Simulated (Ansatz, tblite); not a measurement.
**SnEt3(NHMe) (C7H19NSn): rung by rung**

Aim: run the singlet of SnEt3(NHMe) (C7H19NSn) at one geometry on many levels, and compare frontier levels, spin and run time.

The runs use Ansatz 0.2.0, Gaussian basis; as each input shows.

Plan: GFN1-xTB, GFN2-xTB, PBE-D4/def2-TZVP, r2SCAN-D4/def2-TZVP, LC-ωPBE/def2-TZVP, revPBE-D4/def2-TZVP, B97M-V/def2-TZVP, PBE+5HF/def2-SVP, PBE+10HF/def2-SVP, PBE+15HF/def2-SVP, PBE+35HF/def2-SVP, PBE+50HF/def2-SVP, PBE-D4/def2-SVP, PBE0-D4/def2-SVP, CCSD(T)/def2-TZVP, RPA/def2-TZVP.

5 further runs of the same task are left out: 1 for a known fault of the program, 1 that didn't finish, 3 set aside as unsound or not needed.

### Step 1. The geometry

The singlet was relaxed beforehand with r2SCAN-D4/def2-SVP.

28 atoms, charge 0, spin multiplicity 1.

Bond lengths: Sn1–C2 2.171 Å, Sn1–C9 2.184 Å, Sn1–C16 2.171 Å, Sn1–N23 2.064 Å, C2–C3 1.528 Å, C2–H4 1.104 Å, C2–H5 1.104 Å, C3–H6 1.104 Å, C3–H7 1.103 Å, C3–H8 1.102 Å, C9–C10 1.526 Å, C9–H11 1.104 Å, C9–H12 1.104 Å, C10–H13 1.104 Å, C10–H14 1.103 Å, C10–H15 1.103 Å, C16–C17 1.527 Å, C16–H18 1.103 Å and more. Angles: C2–Sn1–C9 112.8°, C2–Sn1–C16 111.2°, C2–Sn1–N23 103.1°, C9–Sn1–C16 112.3°, C9–Sn1–N23 111.4°, C16–Sn1–N23 105.6°, Sn1–C2–C3 111.6°, Sn1–C2–H4 108.6°, Sn1–C2–H5 107.5°, C3–C2–H4 111.5°, C3–C2–H5 111.1°, H4–C2–H5 106.3°, C2–C3–H6 112.0°, C2–C3–H7 111.6°, C2–C3–H8 111.4°, H6–C3–H7 107.1°, H6–C3–H8 107.6°, H7–C3–H8 106.9° and more.

Sn takes a core potential in the def2 sets. No spin-orbit coupling is included.

PBE0-D4/def2-TZVP was run before; its log isn't repeated, and its numbers join the tables.

### Step 2. GFN1-xTB

Tight binding, by tblite at 300 K electronic temperature and without a spin-polarisation term:

```python
tblite.interface.Calculator('GFN1-xTB', numbers, positions, charge=0, uhf=0).singlepoint()
```

Energy -835.5718 eV, HOMO -10.35 eV, LUMO -6.29 eV; 0.024 s.

### Step 3. GFN2-xTB

Tight binding, by tblite at 300 K electronic temperature and without a spin-polarisation term:

```python
tblite.interface.Calculator('GFN2-xTB', numbers, positions, charge=0, uhf=0).singlepoint()
```

Energy -805.8131 eV, HOMO -9.38 eV, LUMO -5.72 eV; 0.017 s.

### Step 4. PBE-D4/def2-TZVP

start.molden holds the orbitals of an earlier run on this state, given as this run's starting guess.

in.yaml

```yaml
crystal:
  periodic: [false, false, false]
  atoms:
    - {symbol: Sn, position_ang: [0.053318, -0.009512, -0.037557]}
    - {symbol: C, position_ang: [0.020120, -0.156385, 2.128077]}
    - {symbol: C, position_ang: [-1.395627, 0.000975, 2.680164]}
    - {symbol: H, position_ang: [0.703636, 0.603799, 2.543662]}
    - {symbol: H, position_ang: [0.446224, -1.137714, 2.400972]}
    - {symbol: H, position_ang: [-1.426364, -0.111231, 3.778157]}
    - {symbol: H, position_ang: [-1.816248, 0.992862, 2.443953]}
    - {symbol: H, position_ang: [-2.080554, -0.747676, 2.249853]}
    - {symbol: C, position_ang: [2.070176, -0.146325, -0.863591]}
    - {symbol: C, position_ang: [2.778057, -1.437940, -0.463115]}
    - {symbol: H, position_ang: [2.635054, 0.740918, -0.528470]}
    - {symbol: H, position_ang: [1.980899, -0.064481, -1.960582]}
    - {symbol: H, position_ang: [3.784947, -1.515835, -0.909470]}
    - {symbol: H, position_ang: [2.903549, -1.513758, 0.630130]}
    - {symbol: H, position_ang: [2.211685, -2.328130, -0.785499]}
    - {symbol: C, position_ang: [-0.995443, 1.765334, -0.718525]}
    - {symbol: C, position_ang: [-0.410849, 3.060309, -0.157717]}
    - {symbol: H, position_ang: [-2.049602, 1.638248, -0.419150]}
    - {symbol: H, position_ang: [-0.980999, 1.770932, -1.821815]}
    - {symbol: H, position_ang: [-0.970990, 3.947956, -0.499974]}
    - {symbol: H, position_ang: [-0.428789, 3.074550, 0.945239]}
    - {symbol: H, position_ang: [0.638591, 3.205568, -0.464675]}
    - {symbol: N, position_ang: [-1.113569, -1.604940, -0.632224]}
    - {symbol: C, position_ang: [-1.350532, -1.847020, -2.042899]}
    - {symbol: H, position_ang: [-0.877956, -2.469338, -0.146208]}
    - {symbol: H, position_ang: [-2.168406, -2.577445, -2.189959]}
    - {symbol: H, position_ang: [-1.682065, -0.914758, -2.532987]}
    - {symbol: H, position_ang: [-0.478255, -2.218923, -2.625800]}
basis:
  gaussian: {orbitals: def2-TZVP, fitting: {mean_field: def2-universal-jkfit}, initial_orbitals: start.molden}
hamiltonian: {xc: pbe, dispersion: d4}
scf: {omitted_lower_state_checks: [starts]}
output: {forces: true, orbitals: {seedname: orbitals}}
```

Launch:

```console
> ansatz run in.yaml --threads 2 --pin off --events-out ev --progress --plain --max-ram 32768MiB --backend cuda --devices 0, --max-vram 18GiB
```

The runs that follow: r2SCAN-D4/def2-TZVP; LC-ωPBE/def2-TZVP; revPBE-D4/def2-TZVP; B97M-V/def2-TZVP; PBE+5HF/def2-SVP; PBE+10HF/def2-SVP; PBE+15HF/def2-SVP; PBE+35HF/def2-SVP; PBE+50HF/def2-SVP; PBE-D4/def2-SVP; PBE0-D4/def2-SVP; CCSD(T)/def2-TZVP; RPA/def2-TZVP.

**Question.** What will the summary of the whole plan be? Wanted: gap in def2-TZVP, named functionals, smallest and largest; gap over the share of exact exchange; correlation energy, CCSD(T)/def2-TZVP; binding an atom, CCSD(T)/def2-TZVP; PBE0 total energy, smallest basis above largest.

**Answer**, as computed:

| quantity | value |
| --- | --- |
| gap in def2-TZVP, named functionals, smallest and largest | 4.22 eV (PBE-D4), 11.23 eV (LC-ωPBE) |
| gap over the share of exact exchange | 4.42 eV at 0, 8.99 eV at 0.5 |
| correlation energy, CCSD(T)/def2-TZVP | -51.91 eV |
| binding an atom, CCSD(T)/def2-TZVP | 3.746 eV |
| PBE0 total energy, smallest basis above largest | 10.10 eV (def2-SVP, def2-TZVP) |

Over the named functionals in def2-TZVP the gap runs from 4.22 eV (PBE-D4) to 11.23 eV (LC-ωPBE); exact exchange widens it. Raising the share of exact exchange from 0 to 0.5 moves the HOMO by -2.80 eV and the LUMO by +1.78 eV. The functionals in def2-TZVP miss CCSD(T)/def2-TZVP by +0.108 (revPBE-D4) to +0.189 eV (PBE-D4) an atom. CCSD(T)/def2-TZVP isn't at the basis-set limit; small misses against it rank nothing.
